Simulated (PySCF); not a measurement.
**The bond of SrBi−, level by level**

One table from this session's results is given with a row withheld; the runs are named, their logs left out.

The runs use PySCF 2.14.0; Sr def2-SVPD with ECP28, Bi def2-SVPD with ECP60, scalar-relativistic core potentials.

3 further runs of the same task are left out: 3 set aside as unsound or not needed.

The first run:

A driver script around PySCF takes these settings:

* atoms: Sr, Bi
* charge: -1
* basis: Sr def2-SVPD with ECP28, Bi def2-SVPD with ECP60
* Hamiltonian: scalar-relativistic core potentials
* basis functions: 58
* electrons treated: 34
* masses in u: 87.9056, 208.9804
* levels: PBE0, PBE, r²SCAN, MN15, r²SCANh, TPSSh, LC-ωPBE
* grid: 80 radial by 434 angular points
* occupations: held fixed by the projection of orbital angular momentum
* dissociation limit: Sr + Bi−, each in its ground configuration
* starting distance in angstrom: 3.270
* values of 2S to try: 0, 2

Run with:

```
$ OMP_NUM_THREADS=1 python dia.py task.json out
```

Among the steps run: Set-up; First curve: PBE0; Higher solutions at PBE0; PBE (GGA); r²SCAN; MN15; r²SCANh; TPSSh (hybrid meta-GGA); LC-ωPBE (range-separated hybrid).

One table of the session follows, with a row left open; its other results are not shown here.

Energy (eV) from each level's lowest point:

```
R (Å)    PBE  r²SCAN  TPSSh  r²SCANh   PBE0
2.735  0.592   0.613  0.609    0.614  0.595
2.862  0.256   0.265  0.262    0.266  0.255
2.989  0.077   0.080  0.078    0.081  0.075
3.085  0.016   0.017  0.016    0.017  0.015
3.180  0.000   0.000  0.000    0.000  0.000
3.275  0.017   0.017  0.019    0.017  0.018
3.403      ?       ?      ?        ?      ?
3.562  0.183   0.185  0.192    0.181  0.183
3.752  0.336   0.337  0.347    0.331  0.329
4.007  0.542   0.543  0.552    0.532  0.522
```

Estimate the missing values for R (Å) = 3.403.

Worked estimate for «PBE». A straight line through the neighbours (3.275, 0.017) and (3.562, 0.183) gives 0.017 + (0.183 − 0.017) × (3.403 − 3.275) / (3.562 − 3.275) = 0.091; a parabola fitted to 4 rows on both sides gives 0.080.

The run gave: PBE: 0.076; r²SCAN: 0.076; TPSSh: 0.080; r²SCANh: 0.075; PBE0: 0.077. In «PBE» the line misses by +0.015 and the parabola by +0.004.
